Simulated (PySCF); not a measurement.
**Towards the basis-set limit for InBr**

One table from this session's results is given with a row withheld; the runs are named, their logs left out.

Computed with PySCF 2.14.0. Level: CCSD(T) on RHF, scalar-relativistic core potentials.

2 further runs of the same task are left out: 2 set aside as unsound or not needed.

The first run:

```
molecule             : InBr
state                : singlet, unpaired electrons none
smaller basis        : In cc-pwCVDZ-PP with ECP28, Br aug-cc-pVDZ-PP with ECP10
larger basis         : In cc-pwCVTZ-PP with ECP28, Br aug-cc-pVTZ-PP with ECP10
frozen core orbitals : 13
extrapolation        : correlation as n⁻³ (n = 2, 3), Hartree–Fock as (n+1)·exp(−9√n)
corrections          : core–valence correlation
distances (Å)        : 2.2706, 2.3738, 2.4770, 2.5802, 2.6834, 2.8124, 2.9415
masses (u)           : 114.9039, 78.9183
dissociation limit   : In + Br
```

The run is started by

```bash
$ OMP_NUM_THREADS=4 python comp.py task.json out
```

One of the session's tables, all rows but one given; the rest of the session is left out.

Parts of the energy along the bond, in eV from In + Br:

| R (Å) | HF/CBS | CCSD corr. | (T) | core–valence |
| --- | --- | --- | --- | --- |
| 2.2706 | -2.469 | -1.038 | -0.1370 | -0.0555 |
| 2.3738 | -2.833 | -1.002 | -0.1373 | -0.0447 |
| 2.4770 | ? | ? | ? | ? |
| 2.5802 | -3.064 | -0.946 | -0.1387 | -0.0299 |
| 2.6834 | -3.030 | -0.923 | -0.1392 | -0.0250 |
| 2.8124 | -2.910 | -0.897 | -0.1394 | -0.0204 |
| 2.9415 | -2.739 | -0.874 | -0.1392 | -0.0172 |

Estimate the missing values for R (Å) = 2.4770.

Worked estimate for «HF/CBS». A straight line through the neighbours (2.3738, -2.833) and (2.5802, -3.064) gives -2.833 + (-3.064 + 2.833) × (2.4770 − 2.3738) / (2.5802 − 2.3738) = -2.948; a parabola fitted to 4 rows on both sides gives -3.015.

The run gave: HF/CBS: -3.012; CCSD corr.: -0.972; (T): -0.1380; core–valence: -0.0364. In «HF/CBS» the line misses by +0.064 and the parabola by -0.003.

Limits of these values: Spin–orbit coupling and excitations beyond (T) are left out. An extrapolation from double and triple zeta is rough, so this isn't yet the limit.
